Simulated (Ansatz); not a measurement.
# Ge: pulling the crystal apart

Aim: for Ge, open the crystal across a (0 0 1) plane.

Program: Ansatz 0.2.0. Level of theory: DFT r2SCAN, scalar-relativistic, plane waves, PAW. These are calculated values, not measurements.

1 further run of the same task is left out (set aside as unsound or not needed). Runs told in other sessions of the task aren't counted.

### 1 The starting structure

The structure is hexagonal, space group P6_3/mmc (No. 194). Conventional cell: a = 4.003 Å, b = 4.003 Å, c = 13.153 Å, α = 90.00°, β = 90.00°, γ = 120.00°. Ge (site symmetry 3m) is surrounded by 4 Ge at 2.45 Å. Ge (site symmetry 3m) has 4 Ge at 2.45 to 2.48 Å in its first shell of neighbours.

Structure file:

```
CELL_PARAMETERS angstrom
-4.00346 0.00000 0.00000
-2.00173 -3.46709 0.00000
0.00000 0.00000 13.15265
ATOMIC_POSITIONS crystal
Ge 0.00000 0.00000 0.40684
Ge 0.00000 0.00000 0.59316
Ge 0.00000 0.00000 0.90684
Ge 0.00000 0.00000 0.09316
Ge 0.33333 0.33333 0.34412
Ge 0.66667 0.66667 0.65588
Ge 0.66667 0.66667 0.84412
Ge 0.33333 0.33333 0.15588
```

It goes back to an entry of the Materials Project, which need not be the stable form.

This cell was relaxed beforehand with the same method: volume 22.82 Å³/atom, gap on the mesh 0.27 eV.

### 2 Zero of energy

The reference gives a free energy of -34423.1882 eV, pressure -0.01 GPa, largest force 0.001 eV/Å and gap on the mesh 0.27 eV. It was computed beforehand with the settings of the runs below.

### 3 Next: pulling the crystal apart

The cut lies on the cell's a–b face, a (0 0 1) plane of area 13.88 Å², between layers 2.48 Å apart (Ge below, Ge above); the cell is 13.2 Å thick. Vector c is lengthened by d along the normal with the atoms' Cartesian places fixed: one unrelaxed cut per cell.

### 4 At d = 1.00 Å

The input, input.yaml:

```yaml
crystal:
  lattice:
    - [-4.0034553964, 0.0, 0.0]
    - [-2.0017276982, -3.4670940762, 0.0]
    - [0.0, 0.0, 14.1526505051]
  atoms:
    - { symbol: Ge, position: [0.0, 1.0, 0.1457547389] }
    - { symbol: Ge, position: [0.0, 0.0, 0.3189161897] }
    - { symbol: Ge, position: [0.0, 0.0, 0.6104256675] }
    - { symbol: Ge, position: [0.0, 1.0, 0.7835871184] }
    - { symbol: Ge, position: [0.3333333333, 0.3333333333, 0.0874662356] }
    - { symbol: Ge, position: [0.6666666667, 0.6666666667, 0.377204693] }
    - { symbol: Ge, position: [0.6666666667, 0.6666666667, 0.5521371642] }
    - { symbol: Ge, position: [0.3333333333, 0.3333333333, 0.8418756216] }
basis:
  ecutwfc: 500
kpoints:
  mp_grid: { grid: [10, 10, 3] }
hamiltonian:
  xc: r2scan
scf:
  occupations: { method: gaussian, width: 0.03 }
output:
  forces: true
  stress: true
  eigenvalues: true
```

Run with:

```
$ ansatz run input.yaml --threads 2 --pin off --max-ram 5120MiB --backend cpu --events-out ev --progress --plain --runs-dir out
```

Further runs follow: d = 3.00 Å; point d = 0.50 Å; point d = 2.00 Å; At d = 6.00 Å; point d = -0.30 Å; d = 0.25 Å; At d = 1.50 Å; At d = 4.50 Å; At d = 0.75 Å; point d = -0.15 Å.

Before running it: what results should come out? Wanted: largest traction sampled.

The runs gave:

| quantity | value |
| --- | --- |
| energy at d = 6.00 Å | 2.73 J/m² |
| largest traction sampled | 16.9 GPa at d = 0.50 Å |

The energy levels off at 2.73 J/m², the work to make two unrelaxed faces. The traction peaks at 16.9 GPa near 0.50 Å, an estimate of the ideal strength of rigid blocks on this coarse sampling. The gap on the mesh, 0.27 eV at the start, reads zero at d = 0.75. The cell holds empty space of several Å, a single layer or slab in vacuum, so volume, pressure and the long edge depend on that space.
